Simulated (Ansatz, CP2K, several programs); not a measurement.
# Many methods on one cell: Bi2Te3 (tetradymite)

Bi2Te3 (tetradymite), relaxed with r2SCAN+rVV10 in Ansatz, was computed with several methods. It is trigonal, R-3m (No. 166); a = 4.391 Å, c = 31.361 Å in the conventional setting, 34.92 Å³ an atom. Around Bi lie 6 Te at 3.06–3.25 Å; around Te lie 3 Bi at 3.06 Å; around Te lie 6 Bi at 3.25 Å. Spin-unpolarised throughout; all numbers are computed.

Space group R-3m:H (No. 166). a = 4.391 Å, b = 4.391 Å, c = 31.361 Å, α = 90.00°, β = 90.00°, γ = 120.00°
```
atom  site  symmetry       x       y       z
  Bi    6c        3m  0.6667  0.3333  0.7317
  Te    6c        3m  0.3333  0.6667  0.8803
  Te    3a       -3m  0.0000  0.0000  0.0000
```

Gaps and times are for a single point on this cell; volume and bulk modulus come from each method's own relaxation or energy curve at fixed shape, which is too stiff where a cell has free coordinates or axes. Times are rough, from shared hosts (Arm Neoverse V2), and each method has its own mesh and cell size. A double dagger marks a value from a curve with shape and coordinates held. A star marks a curve whose lowest point is an end point. Gaps from k meshes are read at a limited set of points (mesh, symmetry points, PBE's band edges), so each method's own least gap may be somewhat smaller. Minimal bases can be far off for gaps. Curves at held shape can't give the bulk modulus of a layered or molecular crystal, so none is listed. d marks a direct gap, i an indirect one (no mark: not told apart), a dash a value that wasn't computed or didn't pass its checks.

```
                              method              kind  gap (eV)  own volume (Å³/atom)  bulk modulus (GPa)  atoms computed  processor time
light PBE (260 eV and a coarse mesh)  light plane-wave    0.46 d                     –                   –               5           3.2 s
                                 PBE         semilocal    0.44 d                     –                   –               5            28 s
                      PBE/SZV (CP2K)       small basis    0.35 d               39.01*‡                   –               5            54 s
                              r2SCAN         semilocal    0.70 d                     –                   –               5            55 s
                     PBE/DZVP (CP2K)       small basis    0.42 d                36.46‡                   –               5            91 s
```

Against r2SCAN (0.70 eV) and with closed or daggered gaps left aside, the nearest gap at the points sampled is that of light PBE (260 eV and a coarse mesh) (-0.24 eV) and the farthest that of PBE/SZV (CP2K) (-0.35 eV). r2SCAN is only a yardstick of convenience: semilocal gaps usually lie below measured ones, which GLLB-SC and hybrids aim to mend.

Runs without a result: GLLB-SC (GPAW) (single point, out of time).

Spin-orbit coupling is left out; in compounds of Pb, Bi, Tl or Hg it can lower a gap by up to about 1 eV, split its edges or invert the bands.
